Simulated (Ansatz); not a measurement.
# CH₃Cl₃GeO: how energies converge with the basis set

Aim: see how fast density functionals converge with the basis set for CH₃Cl₃GeO.

The runs use Ansatz 0.2.0, Gaussian basis; one geometry, several basis sets.

Levels to be run: PBE0-D4/def2-SVP; ωB97M-V/def2-SVP; PBE0-D4/def2-QZVPP; ωB97M-V/def2-QZVPP; the functionals' def2-TZVPP values are taken from earlier runs.

## Step 1: Structure used throughout

An earlier PBE0-D4 in a triple-zeta def2 set relaxation fixed the geometry.

SMILES `C[O][Ge]([Cl])([Cl])[Cl]`, 9 atoms, charge 0, spin multiplicity 1.

Atoms are counted from 1 here; the program's logs count them from 0.

Bond lengths: C1–O2 1.420 Å, C1–H7 1.090 Å, C1–H8 1.094 Å, C1–H9 1.094 Å, O2–Ge3 1.743 Å, Ge3–Cl4 2.126 Å, Ge3–Cl5 2.108 Å, Ge3–Cl6 2.126 Å. Angles: O2–C1–H7 106.8°, O2–C1–H8 111.5°, O2–C1–H9 111.5°, H7–C1–H8 108.8°, H7–C1–H9 108.8°, H8–C1–H9 109.2°, C1–O2–Ge3 119.9°, O2–Ge3–Cl4 110.6°, O2–Ge3–Cl5 106.6°, O2–Ge3–Cl6 110.6°, Cl4–Ge3–Cl5 110.5°, Cl4–Ge3–Cl6 108.1°, Cl5–Ge3–Cl6 110.5°.

## Step 2: PBE0-D4 in def2-SVP

Contents of in.yaml:

```yaml
crystal:
  periodic: [false, false, false]
  atoms:
    - {symbol: C, position_ang: [0.291123, -1.121790, 0.886338]}
    - {symbol: O, position_ang: [0.875588, -0.247282, -0.067337]}
    - {symbol: Ge, position_ang: [-0.097501, 0.980285, -0.831083]}
    - {symbol: Cl, position_ang: [-1.714817, 0.098957, -1.893841]}
    - {symbol: Cl, position_ang: [1.172929, 2.022599, -2.152077]}
    - {symbol: Cl, position_ang: [-0.907099, 2.303943, 0.623014]}
    - {symbol: H, position_ang: [1.081971, -1.790516, 1.227013]}
    - {symbol: H, position_ang: [-0.511324, -1.719911, 0.443775]}
    - {symbol: H, position_ang: [-0.102269, -0.572485, 1.747199]}
basis:
  gaussian: {orbitals: def2-SVP}
hamiltonian: {xc: pbe0, dispersion: d4}
output: {orbitals: {seedname: orbitals}}
```

Launch:

```
$ ansatz run in.yaml --threads 4 --pin off --events-out ev --progress --plain --max-ram 11315MiB
```

After this run come: ωB97M-V in def2-SVP; PBE0-D4 in def2-QZVPP; ωB97M-V in def2-QZVPP.

Q: Predict the results of all the runs planned. Wanted: PBE0-D4: double and triple zeta above quadruple; ωB97M-V: double and triple zeta above quadruple.

As calculated:

```
                                       quantity           value
PBE0-D4: double and triple zeta above quadruple  26.36, 2.49 eV
ωB97M-V: double and triple zeta above quadruple  26.18, 2.40 eV
```

In words: PBE0-D4 gains 23.87 eV from double to triple zeta, then 2.49 eV more. These are total energies; as a rule much of such shifts cancels in differences, which this series doesn't test. The LUMO of ωB97M-V is positive and keeps falling with the basis (0.85 to 0.33 eV): an unbound level that the basis holds in place.
